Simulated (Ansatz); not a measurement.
# Cs: the cost of one run

Computed with Ansatz 0.2.0 (DFT LDA, scalar-relativistic, plane waves, PAW, unless a step's input says otherwise).

1 further run of the same task is left out (set aside as unsound or not needed).

**1. The system as given**

It takes space group I4/mmm (No. 139, tetragonal). The conventional cell has a = 5.500 Å, b = 5.500 Å, c = 8.194 Å, α = 90.00°, β = 90.00°, γ = 90.00°.

As a file:

```
CELL_PARAMETERS angstrom
-2.75008 2.75008 4.09724
2.75008 -2.75008 4.09724
2.75008 2.75008 -4.09724
ATOMIC_POSITIONS crystal
Cs 0.00000 0.00000 0.00000
```

The structure comes from the Materials Project (structure only).

**2. A first look at the start**

input.yaml

```yaml
crystal:
  lattice:
    - [-2.75007546, 2.75007546, 4.09723898]
    - [2.75007546, -2.75007546, 4.09723898]
    - [2.75007546, 2.75007546, -4.09723898]
  atoms:
    - { symbol: Cs, position: [0.0, 0.0, 0.0] }
basis:
  ecutwfc: 420
kpoints:
  mp_grid: { grid: [6, 6, 6] }
hamiltonian:
  xc: lda
scf:
  occupations: { method: gaussian, width: 0.1 }
output:
  forces: true
  stress: true
  eigenvalues: true
```

Q: Estimate wall time and peak memory on 1 thread of an Arm CPU, shared host.

About 1.9 s, with a peak of 0.33 GiB.
